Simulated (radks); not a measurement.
# Ionising molybdenum step by step, Mo¹⁹⁺ to Mo³¹⁺

How much does each further electron of molybdenum cost? Each ion is computed in its NIST ground configuration. Each value is a difference of total energies (Δ-SCF).

Method: Dirac Kohn-Sham, PBE, spin-unpolarised, spherical densities, point nucleus; open shells fill j = l - 1/2 first. Code: radks (a radial shooting solver on a logarithmic mesh, Libxc functionals) version 1.

**1. The system**

```
element             : molybdenum (Z = 42)
charges             : 19 to 31
first configuration : [Ar] 3d5
last configuration  : [Ne] 3s1
```

In the logs a row gives level, spin channel, occupation and eigenvalue; Etot, Ekin, Encl (electron-nucleus), Eh (Hartree) and Exc are energies, all in hartree; err is the last residual, it the number of iterations.

**2. Mo¹⁹⁺, [Ar] 3d5**

Settings of this run:

```text
Z 42
configuration [Ar] 3d5
relativity Dirac
functional pbe,pbe
spin unpolarised
j_filling energy
nucleus point
c 137.035999084
```

What it wrote:

```text
1s1/2   1   2.0000        -752.03048508
2s1/2   1   2.0000        -126.45557694
2p1/2   1   2.0000        -118.33370920
2p3/2   1   4.0000        -114.39570697
3s1/2   1   2.0000         -38.22729086
3p1/2   1   2.0000         -35.19170783
3p3/2   1   4.0000         -34.43234039
3d3/2   1   4.0000         -29.32585520
3d5/2   1   1.0000         -29.16891364
Etot -3861.2464526250483
Ekin 4011.8170091544357
Encl -8780.404407324957
Eh 1009.7291803341959
Exc -102.38823478872341
err 4.916135435888679e-10
it 14
```

The top filled level is 3d5/2, -793.73 eV.

Sizes of the orbitals, from the radial functions (bohr):

| level | occupation | energy (eV) | <r> | outermost maximum (interpolated) | 90 % within | nodes |
| --- | --- | --- | --- | --- | --- | --- |
| 2s1/2 | 2 | -3441.0 | 0.1528 | 0.130 | 0.236 | 1 |
| 2p1/2 | 2 | -3220.0 | 0.1303 | 0.101 | 0.213 | 0 |
| 2p3/2 | 4 | -3112.9 | 0.1348 | 0.105 | 0.219 | 0 |
| 3s1/2 | 2 | -1040.2 | 0.4048 | 0.372 | 0.592 | 2 |
| 3p1/2 | 2 | -957.62 | 0.3941 | 0.357 | 0.589 | 1 |
| 3p3/2 | 4 | -936.95 | 0.4025 | 0.365 | 0.601 | 1 |
| 3d3/2 | 4 | -798.00 | 0.3663 | 0.299 | 0.570 | 0 |
| 3d5/2 | 1 | -793.73 | 0.3688 | 0.302 | 0.574 | 0 |

Radial density 4πr²ρ:

| r (bohr) | 4πr²ρ (e/bohr) |
| --- | --- |
| 0.00120 | 1.159 |
| 0.00168 | 2.110 |
| 0.00233 | 3.730 |
| 0.00326 | 6.539 |
| 0.00456 | 11.11 |
| 0.00638 | 18.08 |
| 0.00885 | 27.45 |
| 0.0124 | 38.77 |
| 0.0173 | 48.97 |
| 0.0241 | 53.55 |
| 0.0337 | 50.56 |
| 0.0471 | 45.57 |
| 0.0659 | 50.08 |
| 0.0915 | 62.34 |
| 0.128 | 61.02 |
| 0.179 | 40.99 |
| 0.249 | 34.15 |
| 0.348 | 39.14 |
| 0.487 | 23.91 |
| 0.682 | 5.269 |
| 0.946 | 0.3450 |

**3. Mo²⁰⁺, [Ar] 3d4**

Changes since step 2:

```diff
@@ -1,3 +1,3 @@
 Z 42
-configuration [Ar] 3d5
+configuration [Ar] 3d4
 relativity Dirac
```

What it wrote:

```text
1s1/2   1   2.0000        -754.74270824
2s1/2   1   2.0000        -129.15896718
2p1/2   1   2.0000        -121.05775872
2p3/2   1   4.0000        -117.11594683
3s1/2   1   2.0000         -40.32689276
3p1/2   1   2.0000         -37.31870554
3p3/2   1   4.0000         -36.53822421
3d3/2   1   4.0000         -31.54475656
3d5/2   1   0.0000         -31.38147116
Etot -3830.975977258124
Ekin 3981.9241160836127
Encl -8667.931907463235
Eh 954.9016788941921
Exc -99.86986477269407
err 3.771715039729961e-10
it 14
```

Removing an electron from Mo¹⁹⁺ costs 823.70 eV. The top filled level is 3d3/2, -858.38 eV.

**4. Mo²¹⁺, [Ar] 3d3**

Changes since step 3:

```diff
@@ -1,3 +1,3 @@
 Z 42
-configuration [Ar] 3d4
+configuration [Ar] 3d3
 relativity Dirac
```

What it wrote:

```text
1s1/2   1   2.0000        -757.56515862
2s1/2   1   2.0000        -131.95892983
2p1/2   1   2.0000        -123.88328523
2p3/2   1   4.0000        -119.93679291
3s1/2   1   2.0000         -42.47459045
3p1/2   1   2.0000         -39.49753068
3p3/2   1   4.0000         -38.69524177
3d3/2   1   3.0000         -33.82661125
3d5/2   1   0.0000         -33.65669574
Etot -3798.2949631935653
Ekin 3949.2890693453946
Encl -8550.90962533368
Eh 900.6304171208266
Exc -97.30482432610737
err 5.387537202734059e-09
it 13
```

E(Mo²¹⁺) − E(Mo²⁰⁺) = 889.30 eV. Highest occupied level: 3d3/2 at -920.47 eV.

**5. Mo²²⁺, [Ar] 3d2**

Changes since step 4:

```diff
@@ -1,3 +1,3 @@
 Z 42
-configuration [Ar] 3d3
+configuration [Ar] 3d2
 relativity Dirac
```

What it wrote:

```text
1s1/2   1   2.0000        -760.47640415
2s1/2   1   2.0000        -134.83775365
2p1/2   1   2.0000        -126.79146656
2p3/2   1   4.0000        -122.83962929
3s1/2   1   2.0000         -44.66428755
3p1/2   1   2.0000         -41.72172920
3p3/2   1   4.0000         -40.89718680
3d3/2   1   2.0000         -36.16388010
3d5/2   1   0.0000         -35.98712964
Etot -3763.304281983726
Ekin 3914.3228255814884
Encl -8430.221381302119
Eh 847.3117448280356
Exc -94.7174710911307
err 2.921067322726309e-09
it 13
```

Ionisation energy of Mo²¹⁺: 952.14 eV. Highest occupied level: 3d3/2 at -984.07 eV.

**6. Mo²³⁺, [Ar] 3d1**

Changes since step 5:

```diff
@@ -1,3 +1,3 @@
 Z 42
-configuration [Ar] 3d2
+configuration [Ar] 3d1
 relativity Dirac
```

What it wrote:

```text
1s1/2   1   2.0000        -763.47606817
2s1/2   1   2.0000        -137.79392172
2p1/2   1   2.0000        -129.78112403
2p3/2   1   4.0000        -125.82322643
3s1/2   1   2.0000         -46.89492315
3p1/2   1   2.0000         -43.99020991
3p3/2   1   4.0000         -43.14302895
3d3/2   1   1.0000         -38.55522644
3d5/2   1   0.0000         -38.37143467
Etot -3725.949175145861
Ekin 3876.9682873936404
Encl -8305.881932073076
Eh 795.0809559659992
Exc -92.11648643242361
err 1.8940466479956407e-09
it 13
```

Ionisation energy of Mo²²⁺: 1016.5 eV. The top filled level is 3d3/2, -1049.1 eV.

**7. Mo²⁴⁺, [Ar]**

Changes since step 6:

```diff
@@ -1,3 +1,3 @@
 Z 42
-configuration [Ar] 3d1
+configuration [Ar]
 relativity Dirac
```

What it wrote:

```text
1s1/2   1   2.0000        -766.56377299
2s1/2   1   2.0000        -140.82577754
2p1/2   1   2.0000        -132.85097950
2p3/2   1   4.0000        -128.88625004
3s1/2   1   2.0000         -49.16538908
3p1/2   1   2.0000         -46.30179375
3p3/2   1   4.0000         -45.43165841
Etot -3686.1763070069965
Ekin 3837.169659099315
Encl -8177.905844981171
Eh 744.0714165049685
Exc -89.5115376301091
err 7.185090519429027e-09
it 13
```

E(Mo²⁴⁺) − E(Mo²³⁺) = 1082.3 eV. Highest occupied level: 3p3/2 at -1236.3 eV.

**8. Mo²⁵⁺, [Ne] 3s2 3p5**

Changes since step 7:

```diff
@@ -1,3 +1,3 @@
 Z 42
-configuration [Ar]
+configuration [Ne] 3s2 3p5
 relativity Dirac
```

What it wrote:

```text
1s1/2   1   2.0000        -769.80688035
2s1/2   1   2.0000        -143.67310988
2p1/2   1   2.0000        -135.76842035
2p3/2   1   4.0000        -131.78983937
3s1/2   1   2.0000         -51.35195395
3p1/2   1   2.0000         -48.53002297
3p3/2   1   3.0000         -47.63969218
Etot -3639.642784109062
Ekin 3790.4641844752964
Encl -8040.286950184594
Eh 697.04788407869
Exc -86.86790247845471
err 8.27187124536907e-09
it 13
```

E(Mo²⁵⁺) − E(Mo²⁴⁺) = 1266.2 eV. Highest occupied level: 3p3/2 at -1296.3 eV.

**9. Mo²⁶⁺, [Ne] 3s2 3p4**

Changes since step 8:

```diff
@@ -1,3 +1,3 @@
 Z 42
-configuration [Ne] 3s2 3p5
+configuration [Ne] 3s2 3p4 4s0 3d0
 relativity Dirac
```

What it wrote:

```text
1s1/2   1   2.0000        -773.11843786
2s1/2   1   2.0000        -146.56980258
2p1/2   1   2.0000        -138.73858818
2p3/2   1   4.0000        -134.74550432
3s1/2   1   2.0000         -53.56038726
3p1/2   1   2.0000         -50.78337131
3p3/2   1   2.0000         -49.87250990
4s1/2   1   0.0000         -27.21775694
3d3/2   1   0.0000         -45.68353670
3d5/2   1   0.0000         -45.48011436
Etot -3590.888654301555
Ekin 3741.5131697131383
Encl -7899.682419755971
Eh 651.5347258772017
Exc -84.25413013592409
err 4.718699633332532e-09
it 14
```

Removing an electron from Mo²⁵⁺ costs 1326.7 eV. 3p3/2 is the highest filled level (-1357.1 eV).

**10. Mo²⁷⁺, [Ne] 3s2 3p3**

Changes since step 9:

```diff
@@ -1,3 +1,3 @@
 Z 42
-configuration [Ne] 3s2 3p4 4s0 3d0
+configuration [Ne] 3s2 3p3
 relativity Dirac
```

What it wrote:

```text
1s1/2   1   2.0000        -776.49806827
2s1/2   1   2.0000        -149.51513273
2p1/2   1   2.0000        -141.76086079
2p3/2   1   4.0000        -137.75260617
3s1/2   1   2.0000         -55.78797179
3p1/2   1   2.0000         -53.05932123
3p3/2   1   1.0000         -52.12755972
Etot -3539.890342507606
Ekin 3690.291798807767
Encl -7756.105058505782
Eh 607.6055259189422
Exc -81.6826087285337
err 5.02632720024425e-09
it 14
```

E(Mo²⁷⁺) − E(Mo²⁶⁺) = 1387.7 eV. Highest occupied level: 3p3/2 at -1418.5 eV.

**11. Mo²⁸⁺, [Ne] 3s2 3p2**

Changes since step 10:

```diff
@@ -1,3 +1,3 @@
 Z 42
-configuration [Ne] 3s2 3p3
+configuration [Ne] 3s2 3p2 4s0 3d0
 relativity Dirac
```

What it wrote:

```text
1s1/2   1   2.0000        -779.94535252
2s1/2   1   2.0000        -152.50822051
2p1/2   1   2.0000        -144.83450720
2p3/2   1   4.0000        -140.81038962
3s1/2   1   2.0000         -58.03088888
3p1/2   1   2.0000         -55.35435197
3p3/2   1   0.0000         -54.40126273
4s1/2   1   0.0000         -30.15543763
3d3/2   1   0.0000         -50.48735639
3d5/2   1   0.0000         -50.27073461
Etot -3486.6272994239184
Ekin 3636.7782351523488
Encl -7609.570204845531
Eh 565.3333436493797
Exc -79.16867338011569
err 4.812596962359698e-09
it 14
```

Removing an electron from Mo²⁷⁺ costs 1449.4 eV. Highest occupied level: 3p1/2 at -1506.3 eV.

**12. Mo²⁹⁺, [Ne] 3s2 3p1**

Changes since step 11:

```diff
@@ -1,3 +1,3 @@
 Z 42
-configuration [Ne] 3s2 3p2 4s0 3d0
+configuration [Ne] 3s2 3p1 4s0 3d0
 relativity Dirac
```

What it wrote:

```text
1s1/2   1   2.0000        -783.54272567
2s1/2   1   2.0000        -155.59350252
2p1/2   1   2.0000        -148.00701426
2p3/2   1   4.0000        -143.96543537
3s1/2   1   2.0000         -60.30527810
3p1/2   1   1.0000         -57.68596820
3p3/2   1   0.0000         -56.71058968
4s1/2   1   0.0000         -31.65980503
3d3/2   1   0.0000         -52.95102669
3d5/2   1   0.0000         -52.72723066
Etot -3430.108141567956
Ekin 3577.9151916232995
Encl -7455.508280917287
Eh 524.16362964651
Exc -76.678681920478
err 8.177937356859482e-09
it 13
```

Removing an electron from Mo²⁸⁺ costs 1538.0 eV. 3p1/2 is the highest filled level (-1569.7 eV).

**13. Mo³⁰⁺, [Ne] 3s2**

Changes since step 12:

```diff
@@ -1,3 +1,3 @@
 Z 42
-configuration [Ne] 3s2 3p1 4s0 3d0
+configuration [Ne] 3s2
 relativity Dirac
```

What it wrote:

```text
1s1/2   1   2.0000        -787.20910858
2s1/2   1   2.0000        -158.72426734
2p1/2   1   2.0000        -151.22950567
2p3/2   1   4.0000        -147.16962228
3s1/2   1   2.0000         -62.58328304
Etot -3371.252522056997
Ekin 3516.588677997474
Encl -7298.377870283692
Eh 484.8260365175006
Exc -74.28936628828001
err 6.6380026840837725e-09
it 13
```

Ionisation energy of Mo²⁹⁺: 1601.5 eV. 3s1/2 is the highest filled level (-1703.0 eV).

**14. Mo³¹⁺, [Ne] 3s1**

Changes since step 13:

```diff
@@ -1,3 +1,3 @@
 Z 42
-configuration [Ne] 3s2
+configuration [Ne] 3s1
 relativity Dirac
```

What it wrote:

```text
1s1/2   1   2.0000        -790.70924683
2s1/2   1   2.0000        -161.75443144
2p1/2   1   2.0000        -154.33452890
2p3/2   1   4.0000        -150.25909632
3s1/2   1   1.0000         -64.79331416
Etot -3307.563726697129
Ekin 3450.019484195658
Encl -7134.71125110482
Eh 449.2177912208515
Exc -72.08975100881881
err 1.0116714137204764e-09
it 13
```

Ionisation energy of Mo³⁰⁺: 1733.1 eV. The top filled level is 3s1/2, -1763.1 eV.

**15. Results**

| species | configuration | Δ-SCF (eV) | −ε(HOMO) (eV) | NIST (eV) | error (%) |
| --- | --- | --- | --- | --- | --- |
| Mo¹⁹⁺ | [Ar] 3d5 | 823.70 | 793.73 | 829 (theory) | -0.6 |
| Mo²⁰⁺ | [Ar] 3d4 | 889.30 | 858.38 | 890 (theory) | -0.1 |
| Mo²¹⁺ | [Ar] 3d3 | 952.14 | 920.47 | 953 (theory) | -0.1 |
| Mo²²⁺ | [Ar] 3d2 | 1016.5 | 984.07 | 1019 (theory) | -0.2 |
| Mo²³⁺ | [Ar] 3d1 | 1082.3 | 1049.1 | 1082 (theory) | +0.0 |
| Mo²⁴⁺ | [Ar] | 1266.2 | 1236.3 | 1263 (semi-emp.) | +0.3 |
| Mo²⁵⁺ | [Ne] 3s2 3p5 | 1326.7 | 1296.3 | 1320 (semi-emp.) | +0.5 |
| Mo²⁶⁺ | [Ne] 3s2 3p4 | 1387.7 | 1357.1 | 1385 (semi-emp.) | +0.2 |
| Mo²⁷⁺ | [Ne] 3s2 3p3 | 1449.4 | 1418.5 | 1462 (semi-emp.) | -0.9 |
| Mo²⁸⁺ | [Ne] 3s2 3p2 | 1538.0 | 1506.3 | 1537 (semi-emp.) | +0.1 |
| Mo²⁹⁺ | [Ne] 3s2 3p1 | 1601.5 | 1569.7 | 1587 (semi-emp.) | +0.9 |
| Mo³⁰⁺ | [Ne] 3s2 | 1733.1 | 1703.0 | 1730 (semi-emp.) | +0.2 |

Reference values: NIST Atomic Spectra Database (exp. measured, semi-emp. semi-empirical, theory a theoretical value adopted there). The steepest step, after dividing by the final charge, comes at Mo²⁴⁺ in [Ar], where the value goes from 1082.3 to 1266.2 eV. There the highest level belongs to another shell. Against the measured or semi-empirical entries the Δ-SCF values err by +0.2 % on average (signed), at worst +0.9 % (Mo²⁹⁺). Minus the highest eigenvalue gives 96 to 98 % of the Δ-SCF value along the ladder. Spin polarisation and multiplet splitting are left out, so open shells lie too high by an amount that depends on their filling.
